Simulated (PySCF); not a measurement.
# SeNF₃: structure of the singlet

Where does singlet SeNF₃ go from a tetrahedral start, is the end point a minimum, and what are its modes, charges and moments?

Method: PBE0, basis Se def2-SVP, N def2-SVP, F def2-SVP, no relativity, density fitting; program: PySCF 2.14.0.

## 1. The system as given

5 atoms, charge 0, spin multiplicity 1.

Bond lengths: Se1–N2 1.670 Å, Se1–F3 1.800 Å, Se1–F4 1.800 Å, Se1–F5 1.800 Å. Angles: N2–Se1–F3 109.5°, N2–Se1–F4 109.5°, N2–Se1–F5 109.5°, F3–Se1–F4 109.5°, F3–Se1–F5 109.5°, F4–Se1–F5 109.5°.

```xyz
5
charge 0 multiplicity 1
Se    0.0000   -0.0585   -0.0414
N     0.0000   -1.4218   -1.0059
F     1.4697   -0.0587    0.9979
F    -1.4697   -0.0587    0.9979
F     0.0000    1.4114   -1.0803
```

## 2. Relaxation: tetrahedral start, singlet

One driver script runs all steps and calls PySCF; scf.py shows how it sets up the SCF of each step. The optimiser is the driver's own. Before each start the driver seeks the lowest SCF state from one or more starting densities and follows internal instabilities, so scf.py alone need not reach the same state.

The program finds C3v symmetry in the start, which this walk keeps. Threshold on the gradient: 0.0003 Eh/bohr, with a further test on the energy change.

The input, scf.py:

```python
from pyscf import gto, scf, dft
mol = gto.M(atom='''
Se    -0.000000    -0.058488    -0.041377
N     -0.000000    -1.421823    -1.005852
F      1.469703    -0.058718     0.997860
F     -1.469703    -0.058718     0.997860
F     -0.000000     1.411444    -1.080289''',
    basis={'Se': 'def2-SVP', 'N': 'def2-SVP', 'F': 'def2-SVP'},
    charge=0, spin=0)
mf = dft.RKS(mol, xc='PBE0')
mf.grids.atom_grid = (50, 194)
aux = {'Se': 'def2-universal-JKFIT', 'N': 'def2-universal-JKFIT', 'F': 'def2-universal-JKFIT'}
mf = mf.density_fit(auxbasis=aux)
mf.kernel()
```

Energy and gradient, step by step:

| step | energy (Eh) | change (kJ/mol) | largest symmetric gradient (Eh/bohr) |
| --- | --- | --- | --- |
| 0 | -2754.373219 | 0.00 | 0.13713 |
| 1 | -2754.419995 | -122.81 | 0.08557 |
| 2 | -2754.439325 | -173.56 | 0.02196 |
| 3 | -2754.441262 | -178.65 | 0.02295 |
| 4 | -2754.442817 | -182.73 | 0.00601 |
| 5 | -2754.442867 | -182.86 | 0.00155 |
| 6 | -2754.442875 | -182.88 | 0.00010 |
| 7 | -2754.442875 | -182.88 | 0.00001 |

The walk took 8.8 s on 4 threads, shared host.

After 7 steps and 182.9 kJ/mol it ends at C3v: Se–F 1.731 Å (×3), Se–N 1.573 Å; F–Se–F 91.1° (×3), F–Se–N 124.5° (×3).

## 3. Frequencies

The point is checked on the finer grid, and tightened if its gradient asks for it. The Hessian and the dipole derivatives come from central differences of analytic gradients, with steps of 0.01 bohr.

Edit scf.py of step 2 so:

```diff
@@ -3,5 +3,5 @@
-Se    -0.000000    -0.058488    -0.041377
-N     -0.000000    -1.421823    -1.005852
-F      1.469703    -0.058718     0.997860
-F     -1.469703    -0.058718     0.997860
-F     -0.000000     1.411444    -1.080289''',
+Se     0.000000    -0.183918    -0.130111
+N      0.000000    -1.468151    -1.038626
+F      1.235085     0.205863     1.019109
+F     -1.235085     0.205863     1.019109
+F     -0.000000     1.441334    -0.727292''',
@@ -11 +11 @@
-mf.grids.atom_grid = (50, 194)
+mf.grids.atom_grid = (75, 302)
```

The driver hands on the density of the step before, so the log starts near convergence.

Log of the central SCF (cycles and frontier levels):

```text
init E= -2754.44302912007
  HOMO = -0.3526960622588  LUMO = -0.132676052624681  gap/eV = 5.98705
cycle= 1 E= -2754.44302911997  delta_E= 1.03e-10  |g|= 2.11e-05  |ddm|= 2.6e-05
  HOMO = -0.352691937080558  LUMO = -0.13267656495468  gap/eV = 5.98692
cycle= 2 E= -2754.44302911901  delta_E= 9.57e-10  |g|= 6.7e-05  |ddm|= 7.88e-05
  HOMO = -0.352695455381812  LUMO = -0.13267649020678  gap/eV = 5.98702
cycle= 3 E= -2754.44302912004  delta_E= -1.03e-09  |g|= 1.72e-06  |ddm|= 5.98e-05
  HOMO = -0.352695326570795  LUMO = -0.132676395561812  gap/eV = 5.98702
cycle= 4 E= -2754.44302912006  delta_E= -1.91e-11  |g|= 3.52e-07  |ddm|= 1.42e-06
  HOMO = -0.352695265079905  LUMO = -0.132676340679003  gap/eV = 5.98702
Extra cycle  E= -2754.44302912006  delta_E= -1.82e-12  |g|= 5.55e-07  |ddm|= 6.11e-07
converged SCF energy = -2754.44302912006
```

The whole step took 20 s.

Geometry: C3v; Se–F 1.731 Å (×3), Se–N 1.573 Å; F–Se–F 91.0° (×3), F–Se–N 124.5° (×3).

Modes, for the most abundant isotopes:

```
symmetry  ω (cm⁻¹)  IR (km/mol)  μ (u)     type
       e       236         11.6  16.89     bend
       e       252         26.0  21.03     bend
      a1       361         25.7  21.49     bend
       e       671          215  22.53  stretch
      a1       690         86.7  20.40  stretch
      a1      1190         23.8  16.52  stretch
```

All wavenumbers are real: a minimum.

Constants and moments:

```yaml
Dipole_moment: 0.59 D
Highest_occupied_level: -9.60 eV
Lowest_empty_level: -3.61 eV
Rotational_constants: 0.1454, 0.1205, 0.1205 cm⁻¹
Zero-point_energy: 27.3 kJ/mol
Principal_polarisabilities: 25.1, 25.1, 39.5 bohr³
Atomisation_energy_without_zero-point_energy: 1066 kJ/mol
Principal_traceless_quadrupole_moments_about_the_centre_of_mass: -4.61, 2.31, 2.31 D Å
Entropy_at_298.15_K_and_1_bar: 310.4 J/(mol K)
Heat_capacity_Cp_at_298.15_K: 81.3 J/(mol K)
Enthalpy_at_298.15_K_above_0_K: 17.04 kJ/mol
Rotational_symmetry_number: 3
```

Charges (e) and bond orders:

```tsv
atom	Mulliken	Löwdin	polar tensor	Mayer order to Se1
Se1	1.28	1.05	1.99	–
N2	-0.35	-0.39	-0.31	2.42
F3,4,5	-0.31	-0.22	-0.56	0.86
```

Mulliken populations on Se1: s 7.45, p 14.59, d 10.68.

## 4. Outcome

```
                                 quantity                                                                   value
                                  minimum                                                            singlet, C3v
                                 geometry  Se–F 1.731 Å (×3), Se–N 1.573 Å; F–Se–F 91.0° (×3), F–Se–N 124.5° (×3)
                       wavenumbers (cm⁻¹)                236 (e), 252 (e), 361 (a1), 671 (e), 690 (a1), 1190 (a1)
                            dipole moment                                                                  0.59 D
     highest occupied, lowest empty level                                                         -9.60, -3.61 eV
               polar-tensor charge of Se1                                                                 +1.99 e
                        zero-point energy                                                             27.3 kJ/mol
                      entropy at 298.15 K                                                         310.4 J/(mol K)
atomisation energy (no zero-point energy)                                                             1066 kJ/mol
```

In words: The tetrahedral start keeps its C3v symmetry and ends in a minimum. The strongest infrared band lies at 671 cm⁻¹ (e, stretch). Other starts or spin states, not run here, may lie lower.

The search up to here took 30 s.
